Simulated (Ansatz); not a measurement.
**C₃H₉NSi: how energies converge with the basis set**

Aim: see how fast density functionals converge with the basis set for C₃H₉NSi.

Method: one geometry, several basis sets; program: Ansatz 0.2.0, Gaussian basis.

Levels to be run: PBE0-D4/def2-SVP; ωB97M-V/def2-SVP; PBE0-D4/def2-QZVPP; ωB97M-V/def2-QZVPP; the functionals' def2-TZVPP values are taken from earlier runs.

**1. The relaxed structure**

The geometry comes from an earlier relaxation with PBE0-D4 in a triple-zeta def2 set; it is a stationary point, not always the lowest conformer.

SMILES `C/C(N)=C\[SiH3]`, 14 atoms, charge 0, spin multiplicity 1.

Atoms are counted from 1 here; the program's logs count them from 0.

Bond lengths: C1–C2 1.496 Å, C1–H6 1.089 Å, C1–H7 1.095 Å, C1–H8 1.094 Å, C2–N3 1.376 Å, C2–C4 1.347 Å, N3–H9 1.006 Å, N3–H10 1.006 Å, C4–Si5 1.840 Å, C4–H11 1.089 Å, Si5–H12 1.488 Å, Si5–H13 1.493 Å, Si5–H14 1.493 Å. Angles: C2–C1–H6 111.9°, C2–C1–H7 110.7°, C2–C1–H8 110.4°, H6–C1–H7 107.9°, H6–C1–H8 108.4°, H7–C1–H8 107.6°, C1–C2–N3 113.3°, C1–C2–C4 123.5°, N3–C2–C4 123.2°, C2–N3–H9 116.9°, C2–N3–H10 117.3°, H9–N3–H10 114.3°, C2–C4–Si5 125.7°, C2–C4–H11 117.1°, Si5–C4–H11 117.2°, C4–Si5–H12 108.7°, C4–Si5–H13 113.4°, C4–Si5–H14 113.1° and more.

**2. PBE0-D4 in def2-SVP**

Contents of in.yaml:

```yaml
crystal:
  periodic: [false, false, false]
  atoms:
    - {symbol: C, position_ang: [-1.348328, -0.500414, 0.431480]}
    - {symbol: C, position_ang: [0.113274, -0.320099, 0.692163]}
    - {symbol: N, position_ang: [0.511095, -0.803829, 1.917262]}
    - {symbol: C, position_ang: [0.947994, 0.308226, -0.158729]}
    - {symbol: Si, position_ang: [0.469774, 1.074948, -1.761861]}
    - {symbol: H, position_ang: [-1.640547, -0.099193, -0.537888]}
    - {symbol: H, position_ang: [-1.615920, -1.562074, 0.450157]}
    - {symbol: H, position_ang: [-1.937349, 0.002023, 1.204116]}
    - {symbol: H, position_ang: [1.501232, -0.889829, 2.073664]}
    - {symbol: H, position_ang: [-0.037210, -1.543572, 2.321755]}
    - {symbol: H, position_ang: [1.994007, 0.382157, 0.135607]}
    - {symbol: H, position_ang: [1.688884, 1.635671, -2.405118]}
    - {symbol: H, position_ang: [-0.518848, 2.184371, -1.617635]}
    - {symbol: H, position_ang: [-0.140955, 0.102616, -2.716274]}
basis:
  gaussian: {orbitals: def2-SVP}
hamiltonian: {xc: pbe0, dispersion: d4}
output: {orbitals: {seedname: orbitals}}
```

Command:

```
$ ansatz run in.yaml --threads 4 --pin off --events-out ev --progress --plain --max-ram 10444MiB
```

After this run come: ωB97M-V in def2-SVP; PBE0-D4 in def2-QZVPP; ωB97M-V in def2-QZVPP.

**Question.** What will the summary of the whole plan be? Wanted: PBE0-D4: double and triple zeta above quadruple; ωB97M-V: double and triple zeta above quadruple.

The runs gave:

```
                                       quantity          value
PBE0-D4: double and triple zeta above quadruple  8.56, 0.54 eV
ωB97M-V: double and triple zeta above quadruple  8.84, 0.51 eV
```

PBE0-D4 gains 8.02 eV from double to triple zeta, then 0.54 eV more. Total energies overstate the basis error of differences, where much of it tends to cancel. The LUMO of ωB97M-V is positive and keeps falling with the basis (2.49 to 1.46 eV): an unbound level that the basis holds in place.
